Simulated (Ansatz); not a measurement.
# Cr4Te3Se (P-6m2) in Ansatz: reference runs

Aim: a first look at Cr4Te3Se with PBE, on the cell as given and on a disturbed one.

All numbers are computed with Ansatz 0.2.0; they aren't measurements. Logs are shortened: lines on timing, memory, paths and dates and some standing lists are left out, and cuts for length are marked.

### 1 The structure

It takes space group P-6m2 (No. 187, hexagonal). Conventional cell: a = 4.047 Å, b = 4.047 Å, c = 12.584 Å, α = 90.00°, β = 90.00°, γ = 120.00°. Around Te (site symmetry 3m) lie 6 Cr at 2.83 to 2.84 Å. Te (site symmetry -6m2) has 6 Cr at 2.82 Å as nearest neighbours. Se (site symmetry -6m2) has 6 Cr at 2.77 Å as nearest neighbours. Cr (site symmetry 3m) is surrounded by 3 Se at 2.77 Å and 3 Te at 2.84 Å and 1 Cr at 2.99 Å. Cr (site symmetry 3m) has 6 Te at 2.82 to 2.83 Å and 2 Cr at 3.16 to 3.22 Å as nearest neighbours.

The cell comes from a database or a generator and needn't be the stable form of this composition.

### 2 Single point, PBE, collinear spin, ferromagnetic start

input.yaml

```yaml
crystal:
  lattice:
    - [4.0469504262, 0.0, 0.0]
    - [-2.0234752131, 3.504761877, 0.0]
    - [0.0, 0.0, 12.58397]
  atoms:
    - { symbol: Te, position: [0.3333333333, 0.6666666667, 0.752274] }
    - { symbol: Te, position: [0.3333333333, 0.6666666667, 0.247726] }
    - { symbol: Te, position: [0.6666666667, 0.3333333333, 0.5] }
    - { symbol: Se, position: [0.6666666667, 0.3333333333, 0.0] }
    - { symbol: Cr, position: [0.0, 0.0, 0.881165], spin: 3.0 }
    - { symbol: Cr, position: [0.0, 0.0, 0.374333], spin: 3.0 }
    - { symbol: Cr, position: [0.0, 0.0, 0.625667], spin: 3.0 }
    - { symbol: Cr, position: [0.0, 0.0, 0.118835], spin: 3.0 }
hamiltonian:
  xc: pbe
  pseudopotentials: { kind: paw }
magnetization:
  spin_polarized: true
kpoints:
  mp_grid: { grid: [8, 8, 2] }
scf:
  occupations: { method: fermi_dirac, width: 0.05 }
output:
  forces: true
  stress: true
  eigenvalues: true
```

Potentials or basis: Ansatz PAW.

On the command line:

```console
$ ansatz run input.yaml --threads 4 --pin off --max-ram 10240MiB --backend cpu --events-out ev --progress --plain --runs-dir out
```

Standard output:

```text
Warning: RAYON_NUM_THREADS=4 ignored (pool sized by the plan → 4); use --threads N
Engine: ansatz 0.2.0, aarch64-unknown-linux-gnu
Pseudopotentials: kind: paw
Pseudopotential: Te, paw, valence charge 16, recommended cutoff 420 eV (normal), Te.paw.azcp
Pseudopotential: Se, paw, valence charge 16, recommended cutoff 420 eV (normal), Se.paw.azcp
Pseudopotential: Cr, paw, valence charge 14, recommended cutoff 420 eV (normal), Cr.paw.azcp
Functional definition: PBE
  parameter kappa = 0.804
  parameter beta = 0.06672455060314922
  exchange = pbe_x(kappa = kappa, mu = beta*pi^2/3)
  correlation = pbe_c(beta = beta)
Crystal: 8 atoms, lattice volume = 178.486 Å³
Basis set: ecut = 420 eV, 3511 PW (Γ), exchange–correlation on 60×60×180 points (8 copies of the dense FFT grid, shifted against one another)
Bands: 80, of which v1, the nominal top of the filled ones, is band 60 counted from 1 (59 counted from 0)
Symmetry: 12 space group operations
Space group: P-6m2 (ITA 187), of the structure as read, at distance tolerance 5.6e-5 Å
Magnetic group: BNS 187.209 (UNI 1439), of the structure as read, at distance tolerance 5.6e-5 Å
k-points: 20 of 128 (time reversal used)
Non-local potential: Te, projectors of the file, l = 0: 2, l = 1: 2, l = 2: 2, l = 3: 2
Non-local potential: Se, projectors of the file, l = 0: 2, l = 1: 2, l = 2: 3, l = 3: 1
Non-local potential: Cr, projectors of the file, l = 0: 3, l = 1: 2, l = 2: 3, l = 3: 1
PAW form: soft (Blöchl's): semilocal exchange-correlation on the pseudo side does not see the compensation charge
PAW one-centre angular grid: Te, 590 points (default); XC on 64 Gauss nodes
PAW one-centre angular grid: Se, 590 points (default); XC on 64 Gauss nodes
PAW one-centre angular grid: Cr, 590 points (default); XC on 64 Gauss nodes
Initial density: superposition of atomic densities (chi_scale 0.1, normalization cell, long waves 92 % of neutral atoms (reshape's long-wave potential 1.92 eV rms, cloud 2.59 Å wide))
Starting moments: Σ|m| = 12 μB on 4 of 8 sites
Initial wavefunctions: pseudopotential atomic-orbital guess
Functional: x = pbe(κ = 0.804, μ = 0.2195149727645171), c = pbe(β = 0.06672455060314922)
SCF iter   1: F=—  HF=-39922.129761 eV  |F-HF|=—  |Δ(HF+E_count)|=         —  Δρ=5.34e-2 (↑2.68e-2 ↓5.34e-2)  dr2=1.51e1  dr2_m=1.89e0  M=14.280 μB ∫|m|=14.820 μB  β_m=0.30  ethr=3.10e-3  ⟨swp⟩=6.2  Hψ=11603  notcnv=0  defer=8
Mixer restart at iter 1: flushing history
preconditioner: auto → Kerker (q_TF=auto, 2.554 Å⁻¹)  [metal: Δε(μ)=0.016 eV  Ē_g=7.320 eV  σ=0.050 eV  W_gap=0.08  n_scr=52 (ndim 8)  ℏωp=19.3 eV  f_vac=0.001  D(μ)=4.73/eV (n_scr^D=38)]
spin=Collinear: Kerker preconditioning applied to the charge; magnetization (m = ρ↑ − ρ↓) channel mixes plain (no charge-response kernel on spin).
SCF iter   2: F=—  HF=-39921.453430 eV  |F-HF|=—  |Δ(HF+E_count)|=   6.76e-1  Δρ=4.07e-2 (↑2.87e-2 ↓4.07e-2)  dr2=8.32e0  dr2_m=1.65e0  M=14.623 μB ∫|m|=15.313 μB  β_m=0.62  ethr=3.10e-3  ⟨swp⟩=2.0  Hψ=4427  notcnv=0  defer=282
[... 13 lines left out ...]
SCF 1 converged in 15 iterations: F = -39920.430879 eV  dr2 = 1.35e-8
WARN: an SCF from antiferromagnetic starting moments (0.00, 0.00, 0.00, 0.00, -3.71, -3.59, 3.59, 3.71 Bohr magnetons, atom by atom) was not made, by what the run has read of turns of its moments that order reads lower: the deck asks for what bars it, or types moments that do (magnetization.spin_polarized, in the input reference, names some of the keys), or the run goes by scf.lower_state_search: light, the default, which as a rule tries one only behind a close that has lost an order of both signs, or on which an open d or half-filled 4f shell of a PAW file has lost a moment that was set nearer to Hund's than to what is left; or, under a Hubbard U, one that names an f shell that the input leaves bare beside given moments, or a larger moment for a shell of low spin that is given one. standard, with a start from the atoms, tries one behind each close (in a relaxation, ahead of its steps or at their end). To set out from that order, type those moments (crystal.atoms[].spin; where shells were raised to Hund's moment, beside crystal.symmetry.detect: false) under scf.lower_state_search: light. The bands of the close that named these starting moments, or of the one ahead of a search that led to it (under cold or Methfessel-Paxton smearing those of the Gaussian ahead of it) read a cost of -170.64 meV for the turn to them, carried on from a small turn (-170.64 by the pairs of d shells alone)
SCF converged after 15 iterations
Magnetization: 15.5566 μB (67.7783 up, 52.2217 down)
Absolute magnetization: 16.4999 μB (∫|ρ↑−ρ↓|, with the PAW one-centre terms)
Spin contamination: 0.3312 ħ² per cell (⟨S²⟩ above its minimum at these occupations)
Per-site moments (μB) at R_I (Å): [(-0.10045311793178253, 1.166552264101191), (-0.10045311793178281, 1.1665522641011907), (-0.08593535316767115, 1.163810310482206), (-0.08537916475251746, 1.1443093859837707), (3.6612228674364875, 1.1443093859837707), (3.5705555976239456, 1.163810310482206), (3.570555597623947, 1.163810310482206), (3.6612228674364915, 1.1443093859837707)]
Free energy (F): -39920.430879 eV
Harris-Foulkes:  -39920.430879 eV  (|F-HF|=8.32e-9)
Internal energy: -39920.396464 eV  (E = F + TS)
E sigma→0 (E₀):  -39920.413672 eV
Entropy (-TS):   -0.034416 eV (-4.302 meV/atom)
Fermi energy:    11.888163 eV
--- Per-component energies (eV) ---
  E_band       = -1982.450180
  E_kinetic    = 2030.096658
  E_local      = -12247.987155  (includes V_loc(G=0)·N_el)
  E_nonlocal   = -1181.417608
  E_hartree    = 6222.443724
  E_xc         = -1028.601734
  E_vxc        = -1113.583208  (∫ρ·V_xc dr)
  E_paw        = -20703.018744  (= ΣΔE_a)
  E_vpaw       = -1914.451506  (= ΣTr[D̂ρ^β])
  E_aug_tail   = 0.000357  (compensation charges beyond the density's cutoff)
  E_ewald      = -13011.911962
  E_smearing   = -0.034416  (= −TS)
  E_closure    = -0.000000  (closes the sum)
  Σ components = -39920.430879   (vs F -39920.430879, Δ=0.00e0)
--- Forces (eV/Å), atoms counted from 1 ---
  atom   1  Te    -0.00000000    -0.00000000     0.08781194
  atom   2  Te     0.00000000    -0.00000000    -0.08781194
  atom   3  Te    -0.00000000     0.00000000     0.00000000
  atom   4  Se    -0.00000000    -0.00000000     0.00000000
  atom   5  Cr     0.00000000     0.00000000     0.07566746
  atom   6  Cr     0.00000000    -0.00000000    -0.06754138
  atom   7  Cr    -0.00000000    -0.00000000     0.06754138
  atom   8  Cr     0.00000000     0.00000000    -0.07566746
  max |Σ_I F_I| component: 1.39e-17 eV/Å
--- Stress (GPa, compression-positive) ---
       -0.265212       0.000000       0.000000
        0.000000      -0.265212       0.000000
        0.000000       0.000000      -0.103394
  P = ⅓ Tr σ = -0.2113 GPa (-2.113 kbar)
--- Band table (eV; the first three rows and the last of 40) ---
  k-point 0 ↑: bands = ["-61.1017", "-61.0998", "-61.0606", "-61.0564", "-36.3396", "-36.3396", "-36.3290", "-36.3290", "-36.3214", "-32.5066", "-32.5025", "-32.5025", "-32.5000", "-32.5000", "-32.4776", "-32.4749", "-32.4513", "-32.4513", "-32.4466", "-32.4466", "-32.4285", "-25.5200", "-25.5200", "-25.5174", "-25.5174", "-25.5038", "-25.4572", "-25.4572", "-25.4572", "-25.4572", "-25.4514", "-25.4514", "-25.4514", "-25.4514", "-25.4380", "-25.4379", "-2.0544", "-1.1703", "-0.7104", "0.0394", "5.3691", "7.4736", "7.5528", "7.9107", "7.9107", "8.4657", "8.4657", "8.7086", "8.7086", "9.0921", "9.7417", "9.7417", "9.9896", "9.9896", "10.0547", "10.0547", "10.1135", "10.1135", "10.2281", "10.5472", "10.6338", "10.6338", "10.7039", "10.7039", "11.1702", "11.5575", "12.4653", "12.4653", "12.7745", "12.7745", "13.5679", "13.5679", "13.6202", "14.4394", "15.4108", "15.6670", "16.8396", "16.8396", "17.3938", "17.3938"]
  k-point 1 ↑: bands = ["-61.1017", "-61.0998", "-61.0606", "-61.0564", "-36.3396", "-36.3396", "-36.3290", "-36.3290", "-36.3214", "-32.5037", "-32.5025", "-32.5025", "-32.5000", "-32.5000", "-32.4887", "-32.4657", "-32.4513", "-32.4513", "-32.4466", "-32.4466", "-32.4295", "-25.5200", "-25.5200", "-25.5174", "-25.5174", "-25.5038", "-25.4572", "-25.4572", "-25.4572", "-25.4572", "-25.4514", "-25.4514", "-25.4514", "-25.4514", "-25.4380", "-25.4380", "-2.0419", "-1.2724", "-0.4954", "-0.1001", "5.8769", "6.1463", "8.0308", "8.0308", "8.1320", "8.1320", "8.8645", "8.9791", "9.2455", "9.2455", "9.4752", "9.4752", "9.8082", "9.8082", "9.8654", "9.8654", "10.1742", "10.2906", "10.2906", "10.3786", "10.4091", "10.4091", "11.0506", "11.2184", "11.4626", "11.4626", "11.7648", "11.7648", "13.2004", "13.2004", "13.4454", "13.4454", "14.1451", "14.7359", "15.2000", "15.3320", "16.8860", "16.8860", "17.0654", "17.0654"]
  k-point 2 ↑: bands = ["-61.1017", "-61.0998", "-61.0606", "-61.0564", "-36.3396", "-36.3395", "-36.3290", "-36.3290", "-36.3214", "-32.5066", "-32.5030", "-32.5026", "-32.5005", "-32.5001", "-32.4776", "-32.4749", "-32.4518", "-32.4514", "-32.4472", "-32.4468", "-32.4285", "-25.5199", "-25.5195", "-25.5175", "-25.5173", "-25.5035", "-25.4572", "-25.4572", "-25.4567", "-25.4567", "-25.4515", "-25.4515", "-25.4514", "-25.4514", "-25.4377", "-25.4377", "-1.9660", "-1.0486", "-0.5972", "0.0888", "5.5571", "7.2246", "7.3846", "7.7628", "7.9303", "8.4299", "8.4355", "8.5478", "8.6675", "8.7597", "9.3753", "9.4441", "9.5725", "9.9880", "10.0390", "10.0400", "10.0732", "10.1439", "10.3704", "10.4765", "10.5619", "10.6977", "10.7631", "10.7716", "11.5179", "11.7770", "11.9289", "12.1705", "12.3477", "12.6344", "12.6825", "13.4307", "14.5171", "15.3841", "15.9689", "16.0765", "16.8323", "16.9217", "17.0021", "17.4968"]
  k-point 19 ↓: bands = ["-57.4952", "-57.4930", "-57.3258", "-57.3213", "-36.3512", "-36.3511", "-36.3383", "-36.3382", "-36.3320", "-28.9716", "-28.9411", "-28.9352", "-28.9338", "-28.9324", "-28.9312", "-28.8084", "-28.7623", "-28.7607", "-28.7563", "-28.7556", "-28.7548", "-25.5357", "-25.5344", "-25.5321", "-25.5309", "-25.5227", "-25.4764", "-25.4764", "-25.4751", "-25.4751", "-25.4689", "-25.4688", "-25.4680", "-25.4679", "-25.4589", "-25.4589", "-1.4217", "0.1762", "0.2853", "0.3061", "6.3206", "6.4566", "6.9749", "7.0604", "7.2355", "7.3056", "8.0776", "8.1032", "8.7332", "8.7339", "8.9574", "8.9732", "12.7433", "12.8231", "13.1869", "13.2574", "13.2760", "13.3777", "13.5481", "13.6109", "13.6394", "13.7489", "13.7503", "13.8574", "14.0591", "14.2223", "14.2591", "14.4206", "14.6615", "14.7497", "14.8723", "14.8908", "15.9181", "16.3820", "17.3067", "17.4568", "17.7378", "18.0574", "18.5561", "18.6211"]
```

Wall time 27 s (4 threads of Arm Neoverse V1, shared host); peak memory 0.86 GiB.

Results:

| Item | Value |
| --- | --- |
| Free energy | -39920.4309 eV |
| Pressure | -0.2 GPa |
| Largest force | 0.088 eV/Å |
| Band gap on the k mesh | none (metal or under the smearing width) |
| Net moment | 15.56 μB per cell |
| Absolute moment | 16.50 μB per cell |
| Site moments | Te -0.10, -0.09; Se -0.09; Cr +3.66, +3.57 μB |

Forces in eV/Å, atoms in the order of the input:
```
Te   0.000  0.000  0.088
Te   0.000  0.000 -0.088
Te   0.000  0.000  0.000
Se   0.000  0.000  0.000
Cr   0.000  0.000  0.076
Cr   0.000  0.000 -0.068
Cr   0.000  0.000  0.068
Cr   0.000  0.000 -0.076
```

Caveat: the magnetic or orbital state may not be the lowest; only a ferromagnetic start was run, and an antiferromagnetic order may lie lower in energy.

[end of part 1 of 2]
